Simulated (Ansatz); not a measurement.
# HfCl3F: a ladder of functionals and wavefunction methods

An exercise on one series of results from a longer session: the logs are not shown, and one member is left open.

Program: Ansatz 0.2.0, Gaussian basis. Level of theory: functionals in def2-TZVPP, the program's frozen cores in correlated methods. These are calculated values, not measurements.

The runs, in order: LDA (SPW92), PBE-D4, revPBE-D4, BLYP-D4, r2SCAN-D4, B97M-V, PBE0-D4, B3LYP-D4, r2SCANh-D4, r2SCAN0-D4, HSE06-D4, BHLYP-D4, CAM-B3LYP-D4, LC-ωPBE, ωB97X-V, ωB97M-V, B2PLYP, PBE-QIDH; CCSD(T)/def2-SVP; CCSD(T)/def2-TZVPP; MP2/def2-QZVPP; extrapolation to the limit; RPA on PBE.

**The relaxed structure**

The geometry comes from an earlier relaxation with PBE0-D4 in a triple-zeta def2 set; it is a stationary point. Hf takes the def2 core potential; no spin-orbit term is included.

5 atoms, charge 0, spin multiplicity 1.

Atoms are counted from 1 here; the program's logs count them from 0.

Bond lengths: F1–Hf2 1.881 Å, Hf2–Cl3 2.324 Å, Hf2–Cl4 2.324 Å, Hf2–Cl5 2.324 Å. Angles: F1–Hf2–Cl3 108.9°, F1–Hf2–Cl4 108.9°, F1–Hf2–Cl5 108.9°, Cl3–Hf2–Cl4 110.1°, Cl3–Hf2–Cl5 110.1°, Cl4–Hf2–Cl5 110.1°.

Set-up of the first run:

File in.yaml:

```yaml
crystal:
  periodic: [false, false, false]
  atoms:
    - {symbol: F, position_ang: [-0.427172, -0.298812, 1.876661]}
    - {symbol: Hf, position_ang: [-0.006753, -0.025550, 0.063665]}
    - {symbol: Cl, position_ang: [1.826649, -1.342608, -0.489354]}
    - {symbol: Cl, position_ang: [-1.840392, -0.626715, -1.231803]}
    - {symbol: Cl, position_ang: [0.497568, 2.219985, -0.260569]}
basis:
  gaussian: {orbitals: def2-TZVPP}
hamiltonian: {xc: lda}
output: {orbitals: {seedname: orbitals}}
```

Among the steps run: LDA; PBE-D4 (GGA); revPBE-D4 (GGA); BLYP-D4 (GGA); r2SCAN-D4 (meta-GGA); B97M-V (meta-GGA); PBE0-D4 (hybrid); B3LYP-D4 (hybrid); r2SCANh-D4 (hybrid); r2SCAN0-D4 (hybrid); HSE06-D4 (hybrid); BHLYP-D4 (hybrid); CAM-B3LYP-D4 (range-separated); LC-ωPBE-D4 (range-separated; the results give it without D4); ωB97X-V (range-separated); ωB97M-V (range-separated); B2PLYP (double hybrid); PBE-QIDH (double hybrid).

One table of the session follows, with a row left open; its other results are not shown here.

It belongs to the step «Orbital energies across the functionals». 

| functional | HOMO (eV) | LUMO (eV) | gap (eV) |
| --- | --- | --- | --- |
| LDA (SPW92) | -8.46 | -2.96 | 5.51 |
| PBE-D4 | -8.30 | -2.69 | 5.61 |
| revPBE-D4 | -8.23 | -2.59 | 5.64 |
| BLYP-D4 | -8.11 | -2.54 | 5.57 |
| r2SCAN-D4 | -8.70 | -2.53 | 6.17 |
| B97M-V | -8.76 | -2.44 | 6.32 |
| PBE0-D4 | -9.70 | -1.88 | 7.83 |
| B3LYP-D4 | -9.40 | -2.07 | 7.33 |
| r2SCANh-D4 | -9.20 | -2.22 | 6.98 |
| r2SCAN0-D4 | -9.97 | -1.76 | 8.20 |
| HSE06-D4 | ? | ? | ? |
| BHLYP-D4 | -10.94 | -0.88 | 10.06 |
| CAM-B3LYP-D4 | -11.03 | -0.76 | 10.28 |
| LC-ωPBE | -12.48 | 0.40 | 12.87 |
| ωB97X-V | -12.08 | 0.32 | 12.40 |
| ωB97M-V | -11.90 | 0.26 | 12.16 |

Estimate the missing values for HSE06-D4.

**Answer.** HOMO (eV): -9.30; LUMO (eV): -2.25; gap (eV): 7.05. In the column «HOMO (eV)» it lies between B3LYP-D4 (-9.40) and r2SCANh-D4 (-9.20).
